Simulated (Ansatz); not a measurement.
# C₂H₇MgNS: up Jacob's ladder to CCSD(T)

One table from this session's results is given with a row withheld; the runs are named, their logs left out.

Program: Ansatz 0.2.0, Gaussian basis. Level of theory: functionals in def2-TZVPP, the program's frozen cores in correlated methods. These are calculated values, not measurements.

The runs, in order: LDA (SPW92), PBE-D4, revPBE-D4, BLYP-D4, r2SCAN-D4, B97M-V, PBE0-D4, B3LYP-D4, r2SCANh-D4, r2SCAN0-D4, HSE06-D4, BHLYP-D4, CAM-B3LYP-D4, LC-ωPBE, ωB97X-V, ωB97M-V, B2PLYP, PBE-QIDH; CCSD(T)/def2-SVP; CCSD(T)/def2-TZVPP; MP2/def2-QZVPP; extrapolation to the limit; RPA on PBE.

**Structure used throughout**

The geometry comes from an earlier relaxation with PBE0-D4 in a triple-zeta def2 set; it is a stationary point, not always the lowest conformer.

SMILES `C[N](C)[Mg][SH]`, 12 atoms, charge 0, spin multiplicity 1.

Atoms are counted from 1 here; the program's logs count them from 0.

Bond lengths: C1–N2 1.439 Å, C1–H6 1.103 Å, C1–H7 1.103 Å, C1–H8 1.096 Å, N2–C3 1.439 Å, N2–Mg4 1.890 Å, C3–H9 1.103 Å, C3–H10 1.096 Å, C3–H11 1.103 Å, Mg4–S5 2.289 Å, S5–H12 1.345 Å. Angles: N2–C1–H6 112.3°, N2–C1–H7 112.3°, N2–C1–H8 111.6°, H6–C1–H7 106.5°, H6–C1–H8 106.9°, H7–C1–H8 106.9°, C1–N2–C3 110.7°, C1–N2–Mg4 124.7°, C3–N2–Mg4 124.6°, N2–C3–H9 112.3°, N2–C3–H10 111.6°, N2–C3–H11 112.3°, H9–C3–H10 106.9°, H9–C3–H11 106.5°, H10–C3–H11 106.9°, N2–Mg4–S5 179.1°, Mg4–S5–H12 92.8°.

The first run:

File in.yaml:

```yaml
crystal:
  periodic: [false, false, false]
  atoms:
    - {symbol: C, position_ang: [-0.965081, -0.942322, 0.791302]}
    - {symbol: N, position_ang: [0.027981, -0.225199, 0.035850]}
    - {symbol: C, position_ang: [1.332283, -0.799618, 0.235819]}
    - {symbol: Mg, position_ang: [-0.331273, 1.266332, -1.067218]}
    - {symbol: S, position_ang: [-0.771680, 3.050943, -2.431094]}
    - {symbol: H, position_ang: [-0.759869, -0.925134, 1.875370]}
    - {symbol: H, position_ang: [-1.024319, -2.005304, 0.501246]}
    - {symbol: H, position_ang: [-1.965330, -0.517552, 0.649732]}
    - {symbol: H, position_ang: [1.642621, -0.775903, 1.294469]}
    - {symbol: H, position_ang: [2.101057, -0.264961, -0.333480]}
    - {symbol: H, position_ang: [1.376850, -1.856150, -0.079341]}
    - {symbol: H, position_ang: [-0.586339, 3.939468, -1.438655]}
basis:
  gaussian: {orbitals: def2-TZVPP}
hamiltonian: {xc: lda}
output: {orbitals: {seedname: orbitals}}
```

Among the steps run: LDA; PBE-D4 (GGA); revPBE-D4 (GGA); BLYP-D4 (GGA); r2SCAN-D4 (meta-GGA); B97M-V (meta-GGA); PBE0-D4 (hybrid); B3LYP-D4 (hybrid); r2SCANh-D4 (hybrid); r2SCAN0-D4 (hybrid); HSE06-D4 (hybrid); BHLYP-D4 (hybrid); CAM-B3LYP-D4 (range-separated); LC-ωPBE-D4 (range-separated; the results give it without D4); ωB97X-V (range-separated); ωB97M-V (range-separated); B2PLYP (double hybrid); PBE-QIDH (double hybrid).

One table of the session follows, with a row left open; its other results are not shown here.

It belongs to the step «Frontier levels by functional». 

```
  functional  HOMO (eV)  gap (eV)
 LDA (SPW92)      -4.55      2.44
      PBE-D4      -4.41      2.53
   revPBE-D4          ?         ?
     BLYP-D4      -4.31      2.49
   r2SCAN-D4      -4.60      3.12
      B97M-V      -4.71      2.84
     PBE0-D4      -5.62      4.45
    B3LYP-D4      -5.44      4.01
  r2SCANh-D4      -5.06      3.80
  r2SCAN0-D4      -5.77      4.83
    HSE06-D4      -5.22      3.70
    BHLYP-D4      -6.81      6.24
CAM-B3LYP-D4      -7.01      6.61
     LC-ωPBE      -8.31      9.03
     ωB97X-V      -8.00      8.52
     ωB97M-V      -7.93      8.09
```

Estimate the missing values for revPBE-D4.

The run gave: HOMO (eV): -4.34; gap (eV): 2.60. In the column «HOMO (eV)» it lies between PBE-D4 (-4.41) and BLYP-D4 (-4.31).
